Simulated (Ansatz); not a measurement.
Crystal: ScSi2.

```
Sc Si
1.0
     3.66000    0.00000    0.00000
    -1.83000    3.16965    0.00000
     0.00000    0.00000    3.87000
Sc Si
1 2
Direct
  0.00000 0.00000 0.00000
  0.66667 0.33333 0.50000
  0.33333 0.66667 0.50000
```

* Program: Ansatz 0.2.0
* Task: relaxation of cell and atoms
* Functional: BPBE
* Potentials or basis: PseudoDojo stringent
* Cutoff: 1061 eV
* Density cutoff: 4245 eV
* k mesh: 8 × 8 × 7
* Occupations: methfessel-paxton, width 0.1 eV
* Spin: collinear spin, ferromagnetic start
* Starting moments: [0.5, 0.0, 0.0] μB

At the start: volume 14.97 Å³/atom.

Question: How do energy, volume and symmetry change on relaxing?

Answer: Over 9 steps the energy falls by 283.9 meV/atom and the volume is 17.04 Å³/atom (+13.9 %); space group P6/mmm (No. 191, to 0.05 Å); moment 0.00 μB per cell.

Step by step:
```csv
step,energy change (eV),largest force (eV/Å),volume (Å³)
1,0.0000,0.0000,44.90
2,-0.6597,0.0000,49.07
3,-0.8071,0.0000,49.41
4,-0.8420,0.0000,51.60
5,-0.8453,0.0000,51.10
6,-0.8453,0.0000,51.04
7,-0.8517,0.0000,51.04
8,-0.8518,0.0000,51.13
9,-0.8518,0.0000,51.13
```

Final structure:
```cif
data_structure
_symmetry_space_group_name_H-M 'P 1'
_symmetry_Int_Tables_number 1
_cell_length_a 4.0457
_cell_length_b 4.0457
_cell_length_c 3.6073
_cell_angle_alpha 90.000
_cell_angle_beta 90.000
_cell_angle_gamma 120.000
_cell_volume 51.13
loop_
_atom_site_label
_atom_site_type_symbol
_atom_site_fract_x
_atom_site_fract_y
_atom_site_fract_z
_atom_site_occupancy
Sc1 Sc 0.00000 0.00000 0.00000 1
Si1 Si 0.66667 0.33333 0.50000 1
Si2 Si 0.33333 0.66667 0.50000 1
```

Caveat: the potentials were made for another functional, which shifts forces and pressure; the volume moved by +14 % from the deposited cell, more than functionals usually miss; the starting moments weren't kept.
